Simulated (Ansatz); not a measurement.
# GeSi: a single-point run

The task is a single-point run on GeSi. The structure is shown as the input types it. The cell is built on a prototype (NiAs type) and needn't be the phase found in nature.

Computed with Ansatz 0.2.0 (density functional or hybrid calculation with the settings of its input, plane waves (as first typed), unless a step's input says otherwise).

5 further runs of the same task are left out: 2 for a known fault of the program, 3 that didn't finish.

### 1 The structure to begin with

It takes space group P6_3/mmc (No. 194, hexagonal). The conventional cell has a = 3.686 Å, b = 3.686 Å, c = 6.131 Å, α = 90.00°, β = 90.00°, γ = 120.00°. Ge (site symmetry -3m) is surrounded by 6 Si at 2.62 Å. Si (site symmetry -6m2) has 6 Ge at 2.62 Å as nearest neighbours.

Structure file:

```xyz
4
Lattice="3.6862 0.0000 0.0000 -1.8431 3.1924 0.0000 0.0000 0.0000 6.1307" Properties=species:S:1:pos:R:3 pbc="T T T"
Ge    0.0000    0.0000    0.0000
Ge    0.0000    0.0000    3.0653
Si    0.0000    2.1283    1.5327
Si    1.8431    1.0641    4.5980
```

### 2 Running it

File input.yaml:

```yaml
crystal:
  lattice:
    - [3.6862437509, 0.0, 0.0]
    - [-1.8431218755, 3.1923807328, 0.0]
    - [0.0, 0.0, 6.1306785931]
  atoms:
    - { symbol: Ge, position: [0.0, 0.0, 0.0] }
    - { symbol: Ge, position: [0.0, 0.0, 0.5] }
    - { symbol: Si, position: [0.3333333333, 0.6666666667, 0.25] }
    - { symbol: Si, position: [0.6666666667, 0.3333333333, 0.75] }
kpoints:
  mp_grid: { grid: [6, 6, 2] }
hamiltonian:
  xc: hse06
scf:
  occupations: { method: fermi_dirac, width: 0.02 }
  n_extra_bands: 5
  mixing: { beta: 0.005 }
  max_iter: 73
output:
  forces: true
  stress: true
  eigenvalues: true
```

On the command line:

```sh
$ ansatz run input.yaml --threads 4 --pin off --max-ram 3686MiB --backend cpu --events-out ev --progress --plain --runs-dir out
```

**Question.** How will this run end, and is anything wrong with its input?

The run converged and reported no error, with warnings (filled band counts differ across k points, stress exchange threshold loose, stress scf threshold loose). Its log warns: «output.stress: scf.convergence.dr2_threshold = 1e-7 eV (the SCF's general default) is looser than the 4e-10 eV advised for a printed stress (1e-10 eV for each atom of the ...»

Look at the input: scf.mixing.beta is 0.005. The risk: mixing too weak. The residual crept for many cycles and then fell at once, which so weak a step can't do by itself: the program changed its mixing.

Run again and compare: delete scf.mixing.beta (the default then holds).
